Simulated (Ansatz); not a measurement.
# BHLYP/STO-3G (xc a 0.3) run of SnH2BrCl (SMILES [Cl][SnH2][Br])

Wanted: a geometry optimisation of SnH2BrCl. 

The calculation is run with Ansatz 0.2.0.

9 further runs of the same task are left out: 4 for a known fault of the program, 3 that didn't finish, 2 set aside as unsound or not needed.

## 1. The molecule

SnH2BrCl has 5 atoms, charge 0, and is taken as a singlet. SMILES: `[Cl][SnH2][Br]`. Geometry: relaxed at PBE0-D4/def2-TZVP. The run starts from this shape.

Bond lengths: Cl1–Sn2 2.319 Å, Sn2–Br3 2.465 Å, Sn2–H4 1.696 Å, Sn2–H5 1.696 Å. Angles: Cl1–Sn2–Br3 107.0°, Cl1–Sn2–H4 107.4°, Cl1–Sn2–H5 107.4°, Br3–Sn2–H4 108.3°, Br3–Sn2–H5 108.3°, H4–Sn2–H5 117.9°.

## 2. A geometry optimisation at BHLYP/STO-3G (xc a 0.3)

molecule.yaml

```yaml
crystal:
  periodic: [false, false, false]
  atoms:
    - {symbol: Cl, position_ang: [-2.002900, 0.518300, -0.750000]}
    - {symbol: Sn, position_ang: [0.075000, 0.078400, 0.180100]}
    - {symbol: Br, position_ang: [1.214000, -1.511400, -1.319800]}
    - {symbol: H, position_ang: [-0.186800, -0.690000, 1.669300]}
    - {symbol: H, position_ang: [0.950600, 1.531000, 0.178900]}
basis:
  gaussian:
    orbitals: STO-3G
hamiltonian:
  xc: {name: BHLYP, parameters: {a: 0.3}}
  pseudopotentials: {relativity: none}
accuracy: high
scf:
  lower_state_search: off
relax: {}
```

Run with:

```bash
$ ansatz run molecule.yaml --threads 1 --pin off --max-ram 2610MiB --events-out events.jsonl --progress --plain --runs-dir runs
```

The program printed:

```text
Warning: RAYON_NUM_THREADS=1 ignored (pool sized by the plan → 1); use --threads N
The last accepted step is kept in runs//last_step.txt (removed where the run ends without a failure and the disk answers)
Functional definition: BHLYP
  name "BHLYP"
  parameter a = 0.5
  exchange = (1 - a)*b88_x + a*exact_x
  correlation = lyp_c
  with a = 0.3 from the input
these checks for a lower state are left out or cut short: stability, starts, cluster_reference, orbital_swaps, neighbouring_geometries, increment
936 factors; integrals over basis functions are off by at most 3.6e-9 eV
mean field evaluation 1: about -244027.5149 eV, gradient 1.6e1 eV
mean field evaluation 2: about -244028.6163 eV, gradient 9.3e0 eV
mean field evaluation 4: about -244029.0955 eV, gradient 2.4e-1 eV
mean field evaluation 8: about -244029.0698 eV, gradient 1.1e-3 eV
mean field -244029.06982683 eV, -8967.9029072914 hartree, gradient 7.7e-8 eV, S^2 0.000000; 0 other end points of the search recorded, 0 dependent functions left out
the calculation of the forces begins
reference -244029.06985654 eV, -8967.9029083835 hartree; 52, 52 occupied and 4, 4 virtual orbitals, 936 factors
relax step   1: F+E_penalty+E_count = -244029.06982683 eV  Δ(F+E_penalty+E_count) = +0.000e0 eV  max|allowed force component| = 8.984e-1 eV/Å  Δτ_max = 0.0000 Å  (12 SCF iters, accepted)
these checks for a lower state are left out or cut short: stability, starts, cluster_reference, orbital_swaps, neighbouring_geometries, increment
941 factors; integrals over basis functions are off by at most 3.6e-9 eV
mean field evaluation 16: about -244029.0213 eV, gradient 6.5e0 eV
mean field -244029.10823517 eV, -8967.9043187720 hartree, gradient 1.7e-8 eV, S^2 0.000000; 0 other end points of the search recorded, 0 dependent functions left out
the calculation of the forces begins
reference -244029.10826442 eV, -8967.9043198471 hartree; 52, 52 occupied and 4, 4 virtual orbitals, 941 factors
relax step   2: F+E_penalty+E_count = -244029.10823517 eV  Δ(F+E_penalty+E_count) = -3.841e-2 eV  max|allowed force component| = 6.326e-1 eV/Å  Δτ_max = 0.1497 Å  (22 SCF iters, accepted)
these checks for a lower state are left out or cut short: stability, starts, cluster_reference, orbital_swaps, neighbouring_geometries, increment
939 factors; integrals over basis functions are off by at most 3.6e-9 eV
mean field evaluation 32: about -244029.1577 eV, gradient 3.6e-9 eV
mean field -244029.15774418 eV, -8967.9061381944 hartree, gradient 9.0e-9 eV, S^2 0.000000; 0 other end points of the search recorded, 0 dependent functions left out
the calculation of the forces begins
reference -244029.15777364 eV, -8967.9061392774 hartree; 52, 52 occupied and 4, 4 virtual orbitals, 939 factors
relax step   3: F+E_penalty+E_count = -244029.15774418 eV  Δ(F+E_penalty+E_count) = -4.951e-2 eV  max|allowed force component| = 4.390e-2 eV/Å  Δτ_max = 0.0673 Å  (21 SCF iters, accepted)
these checks for a lower state are left out or cut short: stability, starts, cluster_reference, orbital_swaps, neighbouring_geometries, increment
938 factors; integrals over basis functions are off by at most 3.6e-9 eV
mean field -244029.15810054 eV, -8967.9061512906 hartree, gradient 2.7e-8 eV, S^2 0.000000; 0 other end points of the search recorded, 0 dependent functions left out
the calculation of the forces begins
reference -244029.15813002 eV, -8967.9061523739 hartree; 52, 52 occupied and 4, 4 virtual orbitals, 938 factors
relax step   4: F+E_penalty+E_count = -244029.15810054 eV  Δ(F+E_penalty+E_count) = -3.564e-4 eV  max|allowed force component| = 1.165e-2 eV/Å  Δτ_max = 0.0082 Å  (21 SCF iters, accepted)
these checks for a lower state are left out or cut short: stability, starts, cluster_reference, orbital_swaps, neighbouring_geometries, increment
938 factors; integrals over basis functions are off by at most 3.6e-9 eV
mean field -244029.15810877 eV, -8967.9061515929 hartree, gradient 2.4e-8 eV, S^2 0.000000; 0 other end points of the search recorded, 0 dependent functions left out
the calculation of the forces begins
reference -244029.15813825 eV, -8967.9061526763 hartree; 52, 52 occupied and 4, 4 virtual orbitals, 938 factors
relax step   5: F+E_penalty+E_count = -244029.15810877 eV  Δ(F+E_penalty+E_count) = -8.226e-6 eV  max|allowed force component| = 1.024e-3 eV/Å  Δτ_max = 0.0011 Å  (14 SCF iters, accepted)
Total energy: -244029.15813825 eV, -8967.9061526763 hartree
Atom 0 at    -2.003432     0.523329    -0.742950 Å, force     0.000720    -0.000389    -0.000030 eV/Å
Atom 1 at     0.091600     0.068774     0.178438 Å, force     0.000768    -0.000404    -0.000015 eV/Å
Atom 2 at     1.213088    -1.505321    -1.311433 Å, force    -0.001024     0.000879     0.000529 eV/Å
Atom 3 at    -0.164353    -0.632145     1.623107 Å, force    -0.000093     0.000229    -0.000425 eV/Å
Atom 4 at     0.912997     1.471662     0.211337 Å, force    -0.000372    -0.000315    -0.000059 eV/Å
Dipole moment:     0.401098     0.117520     0.481213 e Å
Checks for a lower state left out: stability, starts, cluster_reference, orbital_swaps, neighbouring_geometries, increment
```

It took 30 s on 1 thread of Arm Neoverse V1, shared host; peak memory 0.16 GiB.

Step by step:

```
step  energy from the first frame kept (eV)  largest force (eV/Å)
   1                                 0.0000                1.0731
   2                                -0.0384                0.7624
   3                                -0.0879                0.0509
   4                                -0.0883                0.0128
   5                                -0.0883                0.0014
```

After the run. Bond lengths: Cl1–Sn2 2.333 Å, Sn2–Br3 2.440 Å, Sn2–H4 1.626 Å, Sn2–H5 1.626 Å. Angles: Cl1–Sn2–Br3 107.3°, Cl1–Sn2–H4 107.1°, Cl1–Sn2–H5 107.1°, Br3–Sn2–H4 109.7°, Br3–Sn2–H5 109.7°, H4–Sn2–H5 115.7°.

## 3. What came out

Level: BHLYP/STO-3G (xc a 0.3).

| quantity | value |
| --- | --- |
| total energy at the end | -8967.90615 Eh |
| dipole moment | 3.06 D |

In words: At the final geometry: Bond lengths: Cl1–Sn2 2.333 Å, Sn2–Br3 2.440 Å, Sn2–H4 1.626 Å, Sn2–H5 1.626 Å. Angles: Cl1–Sn2–Br3 107.3°, Cl1–Sn2–H4 107.1°, Cl1–Sn2–H5 107.1°, Br3–Sn2–H4 109.7°, Br3–Sn2–H5 109.7°, H4–Sn2–H5 115.7°. The optimisation took 4 steps and changed the energy by -0.088 eV. Mulliken charges run from -0.39 on Cl1 to +0.86 on Sn2. Relativity is left out although the molecule holds a heavy atom.
